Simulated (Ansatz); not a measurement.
# H₇NOSi₃: one species, many methods

One table from this session's results is given with a row withheld; the runs are named, their logs left out.

Method: functionals in def2-TZVPP, the program's frozen cores in correlated methods; program: Ansatz 0.2.0, Gaussian basis.

The runs, in order: LDA (SPW92), PBE-D4, revPBE-D4, BLYP-D4, r2SCAN-D4, B97M-V, PBE0-D4, B3LYP-D4, r2SCANh-D4, r2SCAN0-D4, HSE06-D4, BHLYP-D4, CAM-B3LYP-D4, LC-ωPBE, ωB97X-V, ωB97M-V, B2PLYP, PBE-QIDH; CCSD(T)/def2-SVP; CCSD(T)/def2-TZVPP; MP2/def2-QZVPP; extrapolation to the limit; RPA on PBE.

**The geometry**

All runs share one geometry, relaxed beforehand with PBE0-D4 in a triple-zeta def2 set.

SMILES `O[Si]N([SiH3])[SiH3]`, 12 atoms, charge 0, spin multiplicity 1.

Atoms are counted from 1 here; the program's logs count them from 0.

Bond lengths: O1–Si2 1.645 Å, O1–H6 0.964 Å, Si2–N3 1.759 Å, N3–Si4 1.742 Å, N3–Si5 1.752 Å, Si4–H7 1.485 Å, Si4–H8 1.485 Å, Si4–H9 1.490 Å, Si5–H10 1.487 Å, Si5–H11 1.487 Å, Si5–H12 1.484 Å. Angles: Si2–O1–H6 122.1°, O1–Si2–N3 105.0°, Si2–N3–Si4 128.3°, Si2–N3–Si5 115.3°, Si4–N3–Si5 116.4°, N3–Si4–H7 110.9°, N3–Si4–H8 110.9°, N3–Si4–H9 110.2°, H7–Si4–H8 108.9°, H7–Si4–H9 108.0°, H8–Si4–H9 108.0°, N3–Si5–H10 110.2°, N3–Si5–H11 110.3°, N3–Si5–H12 108.0°, H10–Si5–H11 108.2°, H10–Si5–H12 110.1°, H11–Si5–H12 110.1°.

Set-up of the first run:

The input, in.yaml:

```yaml
crystal:
  periodic: [false, false, false]
  atoms:
    - {symbol: O, position_ang: [1.909421, 2.022222, 0.432699]}
    - {symbol: Si, position_ang: [0.378156, 2.013260, -0.168035]}
    - {symbol: N, position_ang: [-0.127848, 0.329669, -0.102416]}
    - {symbol: Si, position_ang: [0.775775, -1.048153, 0.463767]}
    - {symbol: Si, position_ang: [-1.749177, 0.011307, -0.683995]}
    - {symbol: H, position_ang: [2.346864, 1.216756, 0.730220]}
    - {symbol: H, position_ang: [0.954965, -2.045805, -0.621813]}
    - {symbol: H, position_ang: [0.086063, -1.699453, 1.606664]}
    - {symbol: H, position_ang: [2.127072, -0.621716, 0.924569]}
    - {symbol: H, position_ang: [-1.708865, -0.952656, -1.814968]}
    - {symbol: H, position_ang: [-2.579212, -0.578718, 0.398959]}
    - {symbol: H, position_ang: [-2.336213, 1.298187, -1.131650]}
basis:
  gaussian: {orbitals: def2-TZVPP}
hamiltonian: {xc: lda}
output: {orbitals: {seedname: orbitals}}
```

Launch:

```console
ansatz run in.yaml --threads 4 --pin off --events-out ev --progress --plain --max-ram 10444MiB
```

Among the steps run: LDA; PBE-D4 (GGA); revPBE-D4 (GGA); BLYP-D4 (GGA); r2SCAN-D4 (meta-GGA); B97M-V (meta-GGA); B3LYP-D4 (hybrid); r2SCANh-D4 (hybrid); r2SCAN0-D4 (hybrid); HSE06-D4 (hybrid); BHLYP-D4 (hybrid); CAM-B3LYP-D4 (range-separated); LC-ωPBE (range-separated); ωB97X-V (range-separated); ωB97M-V (range-separated); B2PLYP (double hybrid); PBE-QIDH (double hybrid).

One table of the session follows, with a row left open; its other results are not shown here.

It belongs to the step «Orbital energies across the functionals». 

```
  functional  HOMO (eV)  gap (eV)
 LDA (SPW92)      -6.04      3.81
      PBE-D4      -5.94      3.88
   revPBE-D4      -5.89      3.89
     BLYP-D4      -5.80      3.89
   r2SCAN-D4      -6.12      4.16
      B97M-V      -6.26      4.27
     PBE0-D4      -6.99      5.75
    B3LYP-D4      -6.80      5.39
  r2SCANh-D4      -6.51      4.87
  r2SCAN0-D4      -7.10      5.93
    HSE06-D4      -6.59      4.98
    BHLYP-D4      -7.94      7.63
CAM-B3LYP-D4          ?         ?
     LC-ωPBE      -9.55     10.49
     ωB97X-V      -9.24     10.09
     ωB97M-V      -9.12      9.83
```

**Question.** Estimate the row for CAM-B3LYP-D4.

The run gave: HOMO (eV): -8.27; gap (eV): 8.14. In the column «HOMO (eV)» it lies between ωB97M-V (-9.12) and BHLYP-D4 (-7.94).
